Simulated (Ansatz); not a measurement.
**GeH8OSi2: a ladder of functionals and wavefunction methods**

One table from this session's results is given with a row withheld; the runs are named, their logs left out.

Program: Ansatz 0.2.0, Gaussian basis. Level of theory: functionals in def2-TZVPP, the program's frozen cores in correlated methods. These are calculated values, not measurements.

The runs, in order: PBE-D4, r2SCAN-D4, PBE0-D4, B3LYP-D4, ωB97X-V, ωB97M-V, B2PLYP; CCSD(T)/def2-TZVPP; MP2/def2-QZVPP; extrapolation to the limit.

### The relaxed structure

All runs share one geometry, relaxed beforehand with PBE0-D4 in a triple-zeta def2 set.

SMILES `[OH][GeH2][SiH2][SiH3]`, 12 atoms, charge 0, spin multiplicity 1.

Atoms are counted from 1 here; the program's logs count them from 0.

Bond lengths: O1–Ge2 1.791 Å, O1–H5 0.960 Å, Ge2–Si3 2.391 Å, Ge2–H6 1.536 Å, Ge2–H7 1.546 Å, Si3–Si4 2.337 Å, Si3–H8 1.488 Å, Si3–H9 1.490 Å, Si4–H10 1.488 Å, Si4–H11 1.489 Å, Si4–H12 1.487 Å. Angles: Ge2–O1–H5 112.6°, O1–Ge2–Si3 109.1°, O1–Ge2–H6 103.5°, O1–Ge2–H7 109.3°, Si3–Ge2–H6 113.9°, Si3–Ge2–H7 110.9°, H6–Ge2–H7 109.8°, Ge2–Si3–Si4 108.5°, Ge2–Si3–H8 109.5°, Ge2–Si3–H9 109.9°, Si4–Si3–H8 110.2°, Si4–Si3–H9 110.1°, H8–Si3–H9 108.7°, Si3–Si4–H10 109.5°, Si3–Si4–H11 109.3°, Si3–Si4–H12 112.2°, H10–Si4–H11 108.1°, H10–Si4–H12 109.0° and more.

Set-up of the first run:

The input, in.yaml:

```yaml
crystal:
  periodic: [false, false, false]
  atoms:
    - {symbol: O, position_ang: [-2.085851, 1.269236, -0.531876]}
    - {symbol: Ge, position_ang: [-0.773110, 1.529041, 0.658188]}
    - {symbol: Si, position_ang: [0.348893, -0.545790, 1.048866]}
    - {symbol: Si, position_ang: [1.067629, -1.398075, -1.005264]}
    - {symbol: H, position_ang: [-1.759288, 0.959083, -1.379156]}
    - {symbol: H, position_ang: [-1.507829, 2.079338, 1.889318]}
    - {symbol: H, position_ang: [0.207265, 2.593071, 0.112996]}
    - {symbol: H, position_ang: [-0.587207, -1.501367, 1.701501]}
    - {symbol: H, position_ang: [1.516439, -0.329125, 1.948716]}
    - {symbol: H, position_ang: [2.087225, -0.487340, -1.592561]}
    - {symbol: H, position_ang: [-0.089074, -1.464523, -1.941229]}
    - {symbol: H, position_ang: [1.652008, -2.758845, -0.875299]}
basis:
  gaussian: {orbitals: def2-TZVPP}
hamiltonian: {xc: pbe, dispersion: d4}
output: {forces: true, orbitals: {seedname: orbitals}}
```

The run is started by

```sh
ansatz run in.yaml --threads 4 --pin off --events-out ev --progress --plain --max-ram 10444MiB
```

Among the steps run: PBE-D4 (GGA); r2SCAN-D4 (meta-GGA); PBE0-D4 (hybrid); B3LYP-D4 (hybrid); ωB97X-V (range-separated); ωB97M-V (range-separated); B2PLYP (double hybrid); CCSD(T) in def2-TZVPP; MP2 in def2-QZVPP.

One of the session's tables, all rows but one given; the rest of the session is left out.

| method | atomisation energy (kJ/mol) |
| --- | --- |
| PBE-D4 | ? |
| r2SCAN-D4 | 3536.1 |
| PBE0-D4 | 3480.4 |
| B3LYP-D4 | 3518.9 |
| ωB97X-V | 3567.1 |
| ωB97M-V | 3520.9 |
| B2PLYP | 3475.3 |
| HF/def2-TZVPP | 2593.9 |
| MP2/def2-TZVPP | 3443.6 |
| CCSD/def2-TZVPP | 3427.5 |
| CCSD(T)/def2-TZVPP | 3466.1 |
| MP2/CBS | 3529.7 |
| CCSD(T)/CBS | 3552.2 |

Estimate the missing values for PBE-D4.

As computed: atomisation energy (kJ/mol): 3505.5. In the column «atomisation energy (kJ/mol)» it lies between PBE0-D4 (3480.4) and B3LYP-D4 (3518.9).
